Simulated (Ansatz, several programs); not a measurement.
CaMg3S4 as one 8-atom ordering (I4/mmm) on the rocksalt lattice, relaxed with PBE in Ansatz (plane waves, PAW): space group I4/mmm (No. 139), tetragonal; conventional cell a = 5.399 Å, c = 10.627 Å, 19.36 Å³ an atom. Mg is surrounded by 6 S at 2.66–2.70 Å; S is surrounded by 4 Mg at 2.66–2.70 Å and 2 Ca at 2.70 Å; Mg is surrounded by 6 S at 2.53–2.70 Å; S is surrounded by 5 Mg at 2.53–2.70 Å and 1 Ca at 2.78 Å; Ca is surrounded by 6 S at 2.70–2.78 Å. The cell was then scaled with its shape and fractional coordinates held, which makes it stiffer than a relaxed compression. No spin polarisation. The prototype was imposed, so other structures may be more stable.

| V (Å³/atom) | E (meV/atom) |
| --- | --- |
| 18.201 | 16.45 |
| 18.782 | 3.90 |
| 19.363 | 0.00 |
| 20.524 | 13.42 |

Task: Pass a cubic E = c₀ + c₁u + c₂u² + c₃u³, with u = V − 19.218 Å³, through these points.

Result: c₀ = 0.23, c₁ = -3.217, c₂ = 11.504, c₃ = -1.0003 (meV and Å³).

Task: Where is the minimum, and what bulk modulus follows?

Result: dE/du = 0 at u = +0.142, so V₀ = 19.36 Å³. B = V₀ d²E/dV² = 19.36 × (2c₂ + 6c₃u) = 19.36 × 22.153 = 429 meV/Å³, and 1 meV/Å³ is 0.16022 GPa: 69 GPa. A third-order Birch-Murnaghan fit to all five points gives 19.36 Å³ and 68 GPa.

Task: Predict the energy and the pressure at the withheld volume, 19.944 Å³.

Result: With u = +0.726: E ≈ 3.58 meV and P = −dE/dV ≈ -1.91 GPa. The run gives 3.52 meV and, from its stress, -1.90 GPa.
